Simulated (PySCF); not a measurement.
# From one method to the next for Se2⁺

Aim: see what other levels and later steps give for Se2⁺.

The runs use PySCF 2.14.0; method and basis as typed in the scripts.

2 further runs of the same task are left out: 2 that didn't finish.

## (1) The system as given

Se2⁺: 2 atoms, charge 1, spin multiplicity 2.

Bond lengths: Se1–Se2 2.330 Å.

## (2) The run that the others are compared with

input.py

```python
from pyscf import gto, scf, mp

mol = gto.M(
    atom='Se 0 0 0; Se 0 0 2.33',
    basis='cc-pvdz-dk',
    charge=1,
    spin=1,
    verbose=4,
)
mf = scf.UHF(mol)
mf = mf.sfx2c1e()
mf = mf.density_fit(auxbasis='def2-universal-jkfit')
mf.kernel()
mp.MP2(mf, frozen=18).kernel()
mf.dip_moment()
print('orbital energies (hartree):', [e[max(0, n-3):n+3].round(4) for e, n in zip(mf.mo_energy, mol.nelec)])
```

Run with:

```console
> OMP_NUM_THREADS=1 python input.py
```

## (3) Camb3lyp (UKS)

Run 1 changes functional: none (Hartree–Fock) → camb3lyp; SCF type: UHF → UKS; step after the SCF: mp2 → analyze.

input.py

```python
from pyscf import gto, dft

mol = gto.M(
    atom='Se 0 0 0; Se 0 0 2.33',
    basis='cc-pvdz-dk',
    charge=1,
    spin=1,
    verbose=4,
)
mf = dft.UKS(mol, xc='camb3lyp')
mf = mf.sfx2c1e()
mf = mf.density_fit(auxbasis='def2-universal-jkfit')
mf.kernel()
mf.analyze()
print('orbital energies (hartree):', [e[max(0, n-3):n+3].round(4) for e, n in zip(mf.mo_energy, mol.nelec)])
```

## (4) Stability test

Run 2 changes step after the SCF: mp2 → stability.

input.py: that of step 2 with these lines changed.

```diff
@@ -1,2 +1,2 @@
-from pyscf import gto, scf, mp
+from pyscf import gto, scf
 
@@ -13,3 +13,3 @@
 mf.kernel()
-mp.MP2(mf, frozen=18).kernel()
+mf.stability(internal=True, external=True)
 mf.dip_moment()
```

**Question.** What will these runs give? Wanted: for each run, E(SCF); from base; gap, α spin; after the SCF.

The runs gave:

| run | E(SCF) (hartree) | from base (eV) | cycles | gap, α spin (eV) | after the SCF |
| --- | --- | --- | --- | --- | --- |
| base | -4855.630708 | 0 | 9 | 8.02 | MP2 correlation -7.840 eV, core frozen |
| camb3lyp (UKS) | -4859.505034 | not comparable | 8 | 4.27 | n/a |
| stability test | -4855.630708 | 0.0000 | 9 | 8.02 | unstable: internal, real -> complex, UHF/UKS -> GHF/GKS |

In words: Total energies of different functionals can't be compared with each other; differences within one functional can. The dearest run is “stability test”, at 12 s against 2.4 s.
